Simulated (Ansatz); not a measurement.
# SiC: a line through an energy map

How does the energy of SiC (P6_3mc, No. 186; 4 atoms in the cell) vary with c/a of the conventional cell at fixed volume, at shift of C3 along [0 0 1] = 0.000 Å?

Program: Ansatz 0.2.0. Level of theory: DFT PBE, scalar-relativistic, plane waves, PAW. These are calculated values, not measurements.

17 further runs of the same task are left out: 17 set aside as unsound or not needed.

## 1. Starting point

It takes space group P6_3mc (No. 186, hexagonal). The conventional cell has a = 3.092 Å, b = 3.092 Å, c = 5.074 Å, α = 90.00°, β = 90.00°, γ = 120.00°. Around Si (site symmetry 3m) lie 4 C at 1.89 to 1.91 Å. C (site symmetry 3m) has 4 Si at 1.89 to 1.91 Å as nearest neighbours.

Structure file:

```xyz
4
Lattice="3.0920 0.0000 0.0000 -1.5460 2.6778 0.0000 0.0000 0.0000 5.0739" Properties=species:S:1:pos:R:3 pbc="T T T"
Si    0.0000    1.7852    0.0232
Si    1.5460    0.8926    2.5601
C     0.0000    1.7852    1.9303
C     1.5460    0.8926    4.4672
```

This cell was relaxed beforehand with the same method: volume 10.50 Å³/atom, gap on the mesh 2.31 eV.

## 2. Plan of the line

Atoms count from 1 in the order of the input.

The energy is mapped over a free internal coordinate and the cell.

- shift of C3 along [0 0 1], its symmetry partners moved as symmetry demands (measured in the relaxed cell): 7 values from −0.227 to 0.227 Å
- c/a of the conventional cell at fixed volume: 7 values from 1.510 to 1.772

Nothing else is relaxed (all other coordinates fixed). Energies count from the relaxed crystal. Points are written as (first, second).

## 3. Grid point (0.000 Å, 1.510)

Input file input.yaml:

```yaml
crystal:
  lattice:
    - [3.1791678455, 0.0, 0.0]
    - [-1.5895839227, 2.7532401171, 0.0]
    - [0.0, 0.0, 4.7995896963]
  atoms:
    - { symbol: Si, position: [0.3333333333, 0.6666666667, 0.0045639005] }
    - { symbol: Si, position: [0.6666666667, 0.3333333333, 0.5045639005] }
    - { symbol: C, position: [0.3333333333, 0.6666666667, 0.3804360995] }
    - { symbol: C, position: [0.6666666667, 0.3333333333, 0.8804360995] }
basis:
  ecutwfc: 520.0
kpoints:
  mp_grid: { grid: [12, 12, 6] }
hamiltonian:
  xc: pbe
  pseudopotentials: { kind: paw, azcp: { folder: soft_1 } }
scf:
  occupations: { method: gaussian, width: 0.05 }
output:
  forces: true
  stress: true
  eigenvalues: true
```

Started as:

```bash
$ ansatz run input.yaml --threads 1 --pin off --max-ram 2048MiB --backend cpu --events-out ev --progress --plain --runs-dir out
```

Output, cut to the lines that bear on the results:

```text
Warning: RAYON_NUM_THREADS=1 ignored (pool sized by the plan → 1); use --threads N
[...]
Pseudopotentials: kind: paw
Pseudopotential: Si, paw, valence charge 4, recommended cutoff 420 eV (normal), <dir>
Pseudopotential: C, paw, valence charge 4, recommended cutoff 420 eV (normal), <dir>
Functional definition: PBE
[...]
Crystal: 4 atoms, lattice volume = 42.011 Å³
Basis set: ecut = 520 eV, 1103 PW (Γ), exchange–correlation on 48×48×72 points (8 copies of the dense FFT grid, shifted against one another)
Bands: 12, of which v1, the nominal top of the filled ones, is band 8 counted from 1 (7 counted from 0)
Symmetry: 12 space group operations
Space group: P63mc (ITA 186), of the structure as read, at distance tolerance 3.5e-5 Å
k-points: 76 of 864 (time reversal used)
[...]
SCF iter   1: F=—  HF=-1777.038213 eV  |F-HF|=—  |Δ(HF+E_count)|=         —  Δρ=1.38e-1  dr2=9.84e0  ethr=3.10e-3  ⟨swp⟩=5.9  Hψ=6532  notcnv=0
[...]
SCF iter   7: F=-1773.977210 eV  HF=-1773.977210 eV  |F-HF|=7.31e-9  |Δ(HF+E_count)|=   2.15e-7  Δρ=8.39e-6  dr2=1.94e-8  ethr=6.25e-10  ⟨swp⟩=6.6  Hψ=5370  notcnv=0
[...]
SCF converged after 7 iterations
Free energy (F): -1773.977210 eV
[...]
E sigma→0 (E₀):  -1773.977210 eV
Fermi energy:    10.552256 eV
[...]
--- Forces (eV/Å), atoms counted from 1 ---
  atom   1  Si    -0.00000000    -0.00000000    -1.12639050
  atom   2  Si     0.00000000     0.00000000    -1.12639050
  atom   3  C     -0.00000000    -0.00000000     1.12630728
  atom   4  C     -0.00000000     0.00000000     1.12630728
[...]
--- Stress (GPa, compression-positive) ---
      -14.107032      -0.000000      -0.000000
       -0.000000     -14.107032       0.000000
       -0.000000       0.000000      33.564492
  P = ⅓ Tr σ = 1.7835 GPa (17.835 kbar)
--- Band table (eV; the first three rows and the last of 76) ---
  k-point 0: bands = ["-6.0337", "-1.8406", "0.9785", "7.6134", "7.6134", "9.3713", "9.3713", "9.5305", "12.8196", "15.3775", "15.3775", "15.5789"]
[...]
```

Wall time 9.9 s (1 thread of Arm Neoverse N1, shared host); peak memory 0.33 GiB.

Energy on the map's scale: 85 meV/atom.

## 4. Grid point (0.000 Å, 1.597)

input.yaml: that of step 3 with these lines changed.

```diff
@@ -2,5 +2,5 @@
   lattice:
-    - [3.1791678455, 0.0, 0.0]
-    - [-1.5895839227, 2.7532401171, 0.0]
-    - [0.0, 0.0, 4.7995896963]
+    - [3.1200190218, 0.0, 0.0]
+    - [-1.5600095109, 2.7020157332, 0.0]
+    - [0.0, 0.0, 4.9832943816]
   atoms:
```

Started as:

```bash
$ ansatz run input.yaml --threads 1 --pin off --max-ram 2048MiB --backend cpu --events-out ev --progress --plain --runs-dir out
```

Output, cut to the lines that bear on the results:

```text
Warning: RAYON_NUM_THREADS=1 ignored (pool sized by the plan → 1); use --threads N
[...]
[... 4 set-up lines as earlier in the session ...]
[...]
Crystal: 4 atoms, lattice volume = 42.011 Å³
Basis set: ecut = 520 eV, 1105 PW (Γ), exchange–correlation on 48×48×80 points (8 copies of the dense FFT grid, shifted against one another)
Bands: 12, of which v1, the nominal top of the filled ones, is band 8 counted from 1 (7 counted from 0)
[... 2 set-up lines as earlier in the session ...]
k-points: 76 of 864 (time reversal used)
[...]
SCF iter   1: F=—  HF=-1777.230776 eV  |F-HF|=—  |Δ(HF+E_count)|=         —  Δρ=1.36e-1  dr2=9.56e0  ethr=3.10e-3  ⟨swp⟩=5.9  Hψ=6452  notcnv=0
[...]
SCF iter   7: F=-1774.283184 eV  HF=-1774.283184 eV  |F-HF|=2.08e-8  |Δ(HF+E_count)|=   3.75e-7  Δρ=1.47e-5  dr2=4.58e-8  ethr=6.25e-10  ⟨swp⟩=3.3  Hψ=4082  notcnv=0
[...]
SCF converged after 7 iterations
Free energy (F): -1774.283184 eV
[...]
E sigma→0 (E₀):  -1774.283184 eV
Fermi energy:    10.618302 eV
[...]
--- Forces (eV/Å), atoms counted from 1 ---
  atom   1  Si    -0.00000000    -0.00000000    -0.27684043
  atom   2  Si     0.00000000     0.00000000    -0.27684043
  atom   3  C      0.00000000    -0.00000000     0.27682445
  atom   4  C      0.00000000     0.00000000     0.27682445
[...]
--- Stress (GPa, compression-positive) ---
       -4.849756       0.000000       0.000000
        0.000000      -4.849756      -0.000000
        0.000000      -0.000000      10.026825
  P = ⅓ Tr σ = 0.1091 GPa (1.091 kbar)
--- Band table (eV; the first three rows and the last of 76) ---
  k-point 0: bands = ["-6.0141", "-2.2826", "0.8640", "7.9616", "7.9616", "9.4099", "9.4099", "9.4188", "13.6815", "15.6988", "15.7963", "15.7963"]
[...]
```

Wall time 9.9 s (1 thread of Arm Neoverse N1, shared host); peak memory 0.33 GiB.

On the map this point reads 9 meV/atom.

## 5. Grid point (0.000 Å, 1.685)

input.yaml: that of step 4 with these lines changed.

```diff
@@ -2,5 +2,5 @@
   lattice:
-    - [3.1200190218, 0.0, 0.0]
-    - [-1.5600095109, 2.7020157332, 0.0]
-    - [0.0, 0.0, 4.9832943816]
+    - [3.0650400263, 0.0, 0.0]
+    - [-1.5325200132, 2.6544025264, 0.0]
+    - [0.0, 0.0, 5.1636729323]
   atoms:
```

Started as:

```bash
$ ansatz run input.yaml --threads 1 --pin off --max-ram 2048MiB --backend cpu --events-out ev --progress --plain --runs-dir out
```

Output, cut to the lines that bear on the results:

```text
Warning: RAYON_NUM_THREADS=1 ignored (pool sized by the plan → 1); use --threads N
[...]
[... 4 set-up lines as earlier in the session ...]
[...]
Crystal: 4 atoms, lattice volume = 42.011 Å³
Basis set: ecut = 520 eV, 1123 PW (Γ), exchange–correlation on 48×48×80 points (8 copies of the dense FFT grid, shifted against one another)
Bands: 12, of which v1, the nominal top of the filled ones, is band 8 counted from 1 (7 counted from 0)
[... 2 set-up lines as earlier in the session ...]
k-points: 76 of 864 (time reversal used)
[...]
SCF iter   1: F=—  HF=-1777.225081 eV  |F-HF|=—  |Δ(HF+E_count)|=         —  Δρ=1.36e-1  dr2=9.55e0  ethr=3.10e-3  ⟨swp⟩=5.9  Hψ=6471  notcnv=0
[...]
SCF iter   7: F=-1774.286283 eV  HF=-1774.286283 eV  |F-HF|=2.24e-8  |Δ(HF+E_count)|=   3.25e-7  Δρ=1.34e-5  dr2=4.10e-8  ethr=6.25e-10  ⟨swp⟩=3.6  Hψ=4117  notcnv=0
[...]
SCF converged after 7 iterations
Free energy (F): -1774.286283 eV
[...]
E sigma→0 (E₀):  -1774.286283 eV
Fermi energy:    10.573263 eV
[...]
--- Forces (eV/Å), atoms counted from 1 ---
  atom   1  Si     0.00000000    -0.00000000     0.20448956
  atom   2  Si    -0.00000000    -0.00000000     0.20448956
  atom   3  C      0.00000000    -0.00000000    -0.20442355
  atom   4  C     -0.00000000     0.00000000    -0.20442355
[...]
--- Stress (GPa, compression-positive) ---
        4.889475      -0.000000      -0.000000
       -0.000000       4.889475       0.000000
       -0.000000       0.000000      -8.941548
  P = ⅓ Tr σ = 0.2791 GPa (2.791 kbar)
--- Band table (eV; the first three rows and the last of 76) ---
  k-point 0: bands = ["-6.0143", "-2.7162", "0.7929", "8.2838", "8.2838", "9.2214", "9.4673", "9.4673", "14.5142", "14.9844", "16.2285", "16.2285"]
[...]
```

Wall time 9.2 s (1 thread of Arm Neoverse N1, shared host); peak memory 0.33 GiB.

On the map this point reads 8 meV/atom.

## 6. Changing settings: ecutrho_ratio 12, mp_grid.grid [10, 10, 5]

input.yaml: that of step 5 with these lines changed.

```diff
@@ -12,4 +12,5 @@
   ecutwfc: 520.0
+  ecutrho_ratio: 12
 kpoints:
-  mp_grid: { grid: [12, 12, 6] }
+  mp_grid: { grid: [10, 10, 5] }
 hamiltonian:
@@ -21,3 +22,3 @@
   forces: true
+  eigenvalues: true
   stress: true
-  eigenvalues: true
```

Started as:

```bash
$ ansatz run input.yaml --threads 1 --pin off --max-ram 2048MiB --backend cpu --events-out ev --progress --plain --runs-dir out
```

Output, cut to the lines that bear on the results:

```text
Warning: RAYON_NUM_THREADS=1 ignored (pool sized by the plan → 1); use --threads N
[...]
[... 4 set-up lines as earlier in the session ...]
[...]
Crystal: 4 atoms, lattice volume = 42.011 Å³
Basis set: ecut = 520 eV, 1123 PW (Γ), exchange–correlation on 80×80×144 points (8 copies of the dense FFT grid, shifted against one another)
Bands: 12, of which v1, the nominal top of the filled ones, is band 8 counted from 1 (7 counted from 0)
[... 2 set-up lines as earlier in the session ...]
k-points: 42 of 500 (time reversal used)
[...]
SCF iter   1: F=—  HF=-1777.225072 eV  |F-HF|=—  |Δ(HF+E_count)|=         —  Δρ=1.36e-1  dr2=9.55e0  ethr=3.10e-3  ⟨swp⟩=5.8  Hψ=3576  notcnv=0
[...]
SCF iter   7: F=-1774.286083 eV  HF=-1774.286083 eV  |F-HF|=1.30e-8  |Δ(HF+E_count)|=   2.46e-7  Δρ=1.06e-5  dr2=2.55e-8  ethr=6.25e-10  ⟨swp⟩=6.3  Hψ=2932  notcnv=0
[...]
SCF converged after 7 iterations
Free energy (F): -1774.286083 eV
[...]
E sigma→0 (E₀):  -1774.286083 eV
Fermi energy:    10.651280 eV
[...]
--- Forces (eV/Å), atoms counted from 1 ---
  atom   1  Si     0.00000000     0.00000000     0.20448155
  atom   2  Si    -0.00000000     0.00000000     0.20448155
  atom   3  C      0.00000000    -0.00000000    -0.20443832
  atom   4  C     -0.00000000     0.00000000    -0.20443832
[...]
--- Stress (GPa, compression-positive) ---
        4.890169      -0.000000      -0.000000
       -0.000000       4.890169       0.000000
       -0.000000       0.000000      -8.942786
  P = ⅓ Tr σ = 0.2792 GPa (2.792 kbar)
--- Band table (eV; the first three rows and the last of 42) ---
  k-point 0: bands = ["-6.0142", "-2.7161", "0.7930", "8.2840", "8.2840", "9.2215", "9.4674", "9.4674", "14.5143", "14.9845", "16.2285", "16.2285"]
[...]
```

Run time: 6.2 s. Hardware: 1 thread of Arm Neoverse N1, shared host; peak memory 0.39 GiB.

```
    run     ending  energy change  pressure (GPa)  gap (eV)  force (eV/Å)  cycles   time
 step 5  converged              0             0.3      2.21          0.20       7  9.2 s
variant  converged  +0.1 meV/atom             0.3      2.37          0.20       7  6.2 s
```

Changing the numerical grids and k-point mesh moves the energy by +0.1 meV/atom, and the gap on the mesh goes from 2.21 to 2.37 eV. A gap read on a mesh depends on which points the mesh holds, and a coarse mesh shifts the density too. Cost: 6.2 s against 9.2 s.

## 7. Point (0.000 Å, 1.728)

input.yaml: that of step 5 with these lines changed.

```diff
@@ -2,5 +2,5 @@
   lattice:
-    - [3.0650400263, 0.0, 0.0]
-    - [-1.5325200132, 2.6544025264, 0.0]
-    - [0.0, 0.0, 5.1636729323]
+    - [3.0389289587, 0.0, 0.0]
+    - [-1.5194644794, 2.6317896786, 0.0]
+    - [0.0, 0.0, 5.2527887052]
   atoms:
```

Started as:

```bash
$ ansatz run input.yaml --threads 1 --pin off --max-ram 2048MiB --backend cpu --events-out ev --progress --plain --runs-dir out
```

Output, cut to the lines that bear on the results:

```text
Warning: RAYON_NUM_THREADS=1 ignored (pool sized by the plan → 1); use --threads N
[...]
[... 4 set-up lines as earlier in the session ...]
[...]
Crystal: 4 atoms, lattice volume = 42.011 Å³
Basis set: ecut = 520 eV, 1135 PW (Γ), exchange–correlation on 48×48×80 points (8 copies of the dense FFT grid, shifted against one another)
Bands: 12, of which v1, the nominal top of the filled ones, is band 8 counted from 1 (7 counted from 0)
[... 2 set-up lines as earlier in the session ...]
k-points: 76 of 864 (time reversal used)
[...]
SCF iter   1: F=—  HF=-1777.161145 eV  |F-HF|=—  |Δ(HF+E_count)|=         —  Δρ=1.36e-1  dr2=9.63e0  ethr=3.10e-3  ⟨swp⟩=5.9  Hψ=6508  notcnv=0
[...]
SCF iter   7: F=-1774.194844 eV  HF=-1774.194844 eV  |F-HF|=1.06e-8  |Δ(HF+E_count)|=   2.64e-7  Δρ=9.76e-6  dr2=2.45e-8  ethr=6.25e-10  ⟨swp⟩=6.4  Hψ=5269  notcnv=0
[...]
SCF converged after 7 iterations
Free energy (F): -1774.194844 eV
[...]
E sigma→0 (E₀):  -1774.194844 eV
Fermi energy:    10.561320 eV
[...]
--- Forces (eV/Å), atoms counted from 1 ---
  atom   1  Si     0.00000000     0.00000000     0.34279931
  atom   2  Si    -0.00000000    -0.00000000     0.34279931
  atom   3  C     -0.00000000     0.00000000    -0.34273226
  atom   4  C     -0.00000000     0.00000000    -0.34273226
[...]
--- Stress (GPa, compression-positive) ---
        9.880474      -0.000000      -0.000000
       -0.000000       9.880474       0.000000
       -0.000000       0.000000     -16.961954
  P = ⅓ Tr σ = 0.9330 GPa (9.330 kbar)
--- Band table (eV; the first three rows and the last of 76) ---
  k-point 0: bands = ["-6.0214", "-2.9264", "0.7671", "8.4369", "8.4369", "9.0990", "9.5039", "9.5039", "14.4101", "14.9179", "16.4473", "16.4473"]
[...]
```

Wall time 9.5 s (1 thread of Arm Neoverse N1, shared host); peak memory 0.33 GiB.

That is 31 meV/atom from the zero.

## 8. Grid point (0.000 Å, 1.772)

input.yaml: that of step 7 with these lines changed.

```diff
@@ -2,5 +2,5 @@
   lattice:
-    - [3.0389289587, 0.0, 0.0]
-    - [-1.5194644794, 2.6317896786, 0.0]
-    - [0.0, 0.0, 5.2527887052]
+    - [3.013742192, 0.0, 0.0]
+    - [-1.506871096, 2.6099772987, 0.0]
+    - [0.0, 0.0, 5.3409539127]
   atoms:
```

Started as:

```bash
$ ansatz run input.yaml --threads 1 --pin off --max-ram 2048MiB --backend cpu --events-out ev --progress --plain --runs-dir out
```

Output, cut to the lines that bear on the results:

```text
Warning: RAYON_NUM_THREADS=1 ignored (pool sized by the plan → 1); use --threads N
[...]
[... 4 set-up lines as earlier in the session ...]
[...]
Crystal: 4 atoms, lattice volume = 42.011 Å³
Basis set: ecut = 520 eV, 1147 PW (Γ), exchange–correlation on 48×48×80 points (8 copies of the dense FFT grid, shifted against one another)
Bands: 12, of which v1, the nominal top of the filled ones, is band 8 counted from 1 (7 counted from 0)
[... 2 set-up lines as earlier in the session ...]
k-points: 76 of 864 (time reversal used)
[...]
SCF iter   1: F=—  HF=-1777.062496 eV  |F-HF|=—  |Δ(HF+E_count)|=         —  Δρ=1.37e-1  dr2=9.75e0  ethr=3.10e-3  ⟨swp⟩=5.9  Hψ=6534  notcnv=0
[...]
SCF iter   7: F=-1774.050951 eV  HF=-1774.050951 eV  |F-HF|=1.00e-9  |Δ(HF+E_count)|=   2.61e-7  Δρ=7.86e-6  dr2=1.55e-8  ethr=6.25e-10  ⟨swp⟩=6.5  Hψ=5332  notcnv=0
[...]
SCF converged after 7 iterations
Free energy (F): -1774.050951 eV
[...]
E sigma→0 (E₀):  -1774.050951 eV
Fermi energy:    10.554677 eV
[...]
--- Forces (eV/Å), atoms counted from 1 ---
  atom   1  Si     0.00000000    -0.00000000     0.42700379
  atom   2  Si     0.00000000     0.00000000     0.42700379
  atom   3  C     -0.00000000    -0.00000000    -0.42694272
  atom   4  C      0.00000000     0.00000000    -0.42694272
[...]
--- Stress (GPa, compression-positive) ---
       14.911192       0.000000       0.000000
        0.000000      14.911192       0.000000
        0.000000       0.000000     -24.103546
  P = ⅓ Tr σ = 1.9063 GPa (19.063 kbar)
--- Band table (eV; the first three rows and the last of 76) ---
  k-point 0: bands = ["-6.0329", "-3.1305", "0.7454", "8.5850", "8.5850", "8.9654", "9.5457", "9.5457", "13.8191", "15.3104", "16.6664", "16.6664"]
[...]
```

It took 9.3 s on 1 thread of Arm Neoverse N1, shared host; peak memory 0.33 GiB.

On the map this point reads 67 meV/atom.

## 9. What came out

| c/a of the conventional cell at fixed volume | step | energy (meV/atom) | slope (meV/atom per unit) | pressure (GPa) | band gap on the k-mesh (eV) | largest force on an atom (eV/Å) |
| --- | --- | --- | --- | --- | --- | --- |
| 1.510 | 3 | 85 | −1380 | 1.78 | 2.04 | 1.13 |
| 1.553 | – | 36 | −865 | 0.69 | 2.30 | 0.65 |
| 1.597 | 4 | 9 | −407 | 0.11 | 2.40 | 0.28 |
| 1.641 | – | 0 | −1 | −0.01 | 2.31 | 0.00 |
| 1.685 | 5 | 8 | 359 | 0.28 | 2.21 | 0.20 |
| 1.728 | 7 | 31 | 679 | 0.93 | 2.12 | 0.34 |
| 1.772 | 8 | 67 | 962 | 1.91 | 2.02 | 0.43 |

Energies count from the relaxed crystal. Rows without a step come from runs not printed here or follow by symmetry. Slopes come from the forces (and the stress, where the cell changes), not from differences of energies.

```
                                                                         run                                                       outcome
step 6, run with ecutrho_ratio 12, mp_grid.grid [10, 10, 5] (against step 5)  +0.1 meV/atom; the gap on the mesh goes from 2.21 to 2.37 eV
```

What this shows: The lowest point of the line is at 1.641, 0 meV/atom from the zero. A fit to energies and slopes at the lowest point and its two neighbours puts the minimum at 1.6412, with a curvature of about 8700 meV/atom per (unit)². The highest point computed, at 1.510, lies 85 meV/atom above the lowest. This is one cut through a surface in two coordinates; it holds the lowest point sampled, which need not be a minimum. With the other coordinates free, the energies away from the reference would be the same or lower.

These are semilocal Kohn-Sham gaps, which aren't the measured quantity. Such gaps usually fall short of the measured ones.
